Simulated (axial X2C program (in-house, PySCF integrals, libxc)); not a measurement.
# A two-component session on Te₂⁺: EOM-IP-CCSD levels

Aim: EOM-IP-CCSD levels of Te₂⁺, with spin–orbit coupling in the Hamiltonian from the start.

Method: two-component X2C with atomic mean-field terms, Te dyall-cv3z; program: an in-house X2C program for linear molecules on PySCF integrals.

All values are calculated.

## Step 1: Input

File task.json:

```json
{
 "zs": [
  52,
  52
 ],
 "q": 1,
 "bas": [
  "dyall-cv3z",
  "dyall-cv3z"
 ],
 "r0": 2.56,
 "eom": "ip",
 "rq": 0,
 "thr": -1.0,
 "nmax": 95,
 "grid": [
  1,
  0.96,
  1.045,
  0.92,
  1.09,
  1.15
 ]
}
```

Keys: zs atomic numbers; q charge; bas basis sets; r0 starting distance in Å; eom kind of EOM run; thr threshold in hartree for freezing inner shells (an s shell follows its p shell); nmax most natural virtual spinors; grid distances as factors.

Launch:

```
$ python soeom.py task.json out
```

Further steps of the session: EOM-IP-CCSD at 2.561 Å.

What does the calculation give? Wanted: next root led by one particle; T1 of the reference; lowest state, Re and ωe.

**Answer**, as computed:

```
                     quantity                             value
       lowest root at 2.561 Å                 Ω = 1/2, 8.018 eV
next root led by one particle  Ω = 3/2, about 11610 cm⁻¹ higher
          T1 of the reference                             0.013
      lowest state, Re and ωe               2.516 Å, 272.1 cm⁻¹
```

What this shows: Removing an electron from the reference determinant of Te₂ costs 8.02 eV and empties a spinor of 94% Te pπ. Errors of 0.1 to 0.3 eV are usual at this size, and roots led by higher excitations are left out, so the list is incomplete, and low states of that kind can be missing. g and u states are not told apart. T1 or the largest double amplitude of the reference is raised, which lowers the reliability. The bond is 0.063 Å shorter than in the closed-shell reference at CCSD (2.580 Å).
